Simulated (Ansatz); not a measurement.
AlClH5NSi, SMILES N[SiH]([AlH2])Cl, a rigid scan of one bond length

With Ansatz's Python interface.

Input file `alclh5nsi.xyz`:
```text
9

N    -0.03580    1.59480   -0.48220
Si    0.11330   -0.12950   -0.69470
Al    0.37010   -1.12790    1.40950
Cl   -1.50840   -0.91640   -1.62300
H    -0.96310    1.77690    0.03060
H    -0.24900    2.04970   -1.44840
H     1.32670   -0.39190   -1.52130
H     0.64160   -2.69260    1.53000
H     0.39320   -0.20940    2.78240
```

Run as a notebook:

**Cell 1**
```python
import warnings

import ansatz as az
import numpy as np

BASIS_SET = "def2-SVP"
XC = "B3LYP"
```

**Cell 2**
```python
warnings.simplefilter("ignore", az.DeckWarning)
```

**Cell 3**
```python
geometry = az.Crystal.molecule_from_extxyz("alclh5nsi.xyz")
```

**Cell 4**
```python
symbols = [site.symbol for site in geometry.cartesian_sites]
start = np.array([site.position_ang for site in geometry.cartesian_sites])
axis = (start[2] - start[1]) / np.linalg.norm(start[2] - start[1])
moving = [2, 7, 8]
lengths, energies = [2.062, 2.156, 2.249, 2.343, 2.437, 2.531, 2.624, 2.765], []
for length in lengths:
    xyz = start.copy()
    xyz[moving] += (length - np.linalg.norm(start[2] - start[1])) * axis
    point = az.Crystal.molecule()
    for symbol, place in zip(symbols, xyz):
        point = point.atom(symbol, place.tolist())
    calc = (
        point.calculation()
        .basis(gaussian=BASIS_SET)
        .functional(XC)
        .scf(lower_state_search="standard")
    )
    summary = calc.run(threads=1, pin="off").report
    energies.append(summary["free_energy_ev"])
    print(f"r = {length:6.3f} A  E = {energies[-1]:.5f} eV  <S^2> = {abs(summary['mean_field']['state']['spin_squared']):.3f}")

# quartic fit about the minimum
fit = np.polynomial.Polynomial.fit(lengths, np.array(energies) - min(energies), 4).convert()
roots = [r.real for r in fit.deriv().roots() if abs(r.imag) < 1e-9 and fit.deriv(2)(r.real) > 0]
r_e = min(roots, key=lambda r: abs(r - lengths[int(np.argmin(energies))]))
print(f"minimum of the fit at {r_e:.4f} A, force constant {fit.deriv(2)(r_e):.2f} eV/A^2")
```
Output:
```text
r =  2.062 A  E = -28560.54428 eV  <S^2> = 0.000
r =  2.156 A  E = -28561.06757 eV  <S^2> = 0.000
r =  2.249 A  E = -28561.39168 eV  <S^2> = 0.000
r =  2.343 A  E = -28561.57320 eV  <S^2> = 0.000
r =  2.437 A  E = -28561.64549 eV  <S^2> = 0.000
r =  2.531 A  E = -28561.63709 eV  <S^2> = 0.000
r =  2.624 A  E = -28561.57070 eV  <S^2> = 0.000
r =  2.765 A  E = -28561.39507 eV  <S^2> = 0.000
minimum of the fit at 2.4709 A, force constant 7.95 eV/A^2
```

Notes:
- These settings explore the input space; basis and method may be short of convergence.
- The rest of the molecule is held rigid at a force-field or estimated start geometry, and the basis set is modest; single-reference methods fail as a bond breaks.
- b3lyp holds the VWN-RPA fit, as in Gaussian; the form of ORCA and Turbomole is b3lyp5.
- The orbitals are restricted, so S² is zero by construction.
- Wall time of the script: 25 s on 1 thread of Arm Neoverse V1 (shared host), peak memory 0.25 GiB.
